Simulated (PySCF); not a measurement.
# C2H8BN: the cost of one run

The runs use PySCF 2.14.0, with density-fitted response routines of our own; the level of theory stands in each step. All values are computed, except where a source is named. Atoms count from 0, in the outputs and in this text.

## Step 1: Starting geometry

12 atoms, charge 0, multiplicity 1; geometry from: GFN2-xTB. The atoms were then displaced at random by about 0.01 Å, so the start is not that level's minimum.

Bonds of the start (Å): C0–B1 1.61, B1–N2 1.40, N2–C3 1.39, C0–H4 1.10, C0–H5 1.10, C0–H6 1.06, B1–H7 1.17, N2–H8 0.99, C3–H9 1.11, C3–H10 1.11, C3–H11 1.10.

## Step 2: Geometry optimisation at PBE0-D3(BJ)/def2-SVP

Job settings and geometry (Å):

```
{"job": {"xc": "PBE0", "basis": "def2-SVP", "d3": "d3bj", "grid": 1, "shake": 0.01, "kind": "geom"}, "charge": 0, "multiplicity": 1}
C      2.014270    -0.006310    -0.036170
B      0.495450    -0.084300     0.482810
N     -0.570910     0.050570    -0.406670
C     -1.931540    -0.002790    -0.114100
H      2.062450     0.179220    -1.124250
H      2.522550     0.836580     0.449170
H      2.558890    -0.891350     0.187410
H      0.278390    -0.259900     1.614720
H     -0.373530     0.217930    -1.360790
H     -2.446640    -0.820680    -0.654150
H     -2.116010    -0.180050     0.962670
H     -2.453680     0.932810    -0.377280
```

Launch:

```bash
> OMP_NUM_THREADS=1 python probes_run.py task.json out
```

One launch serves the whole session: the jobs run in the order shown.

**Question.** How long does this first job take on 1 thread of Arm Neoverse V1, shared host, and how much memory does it need?

About 16 s, with a peak of 0.39 GiB.
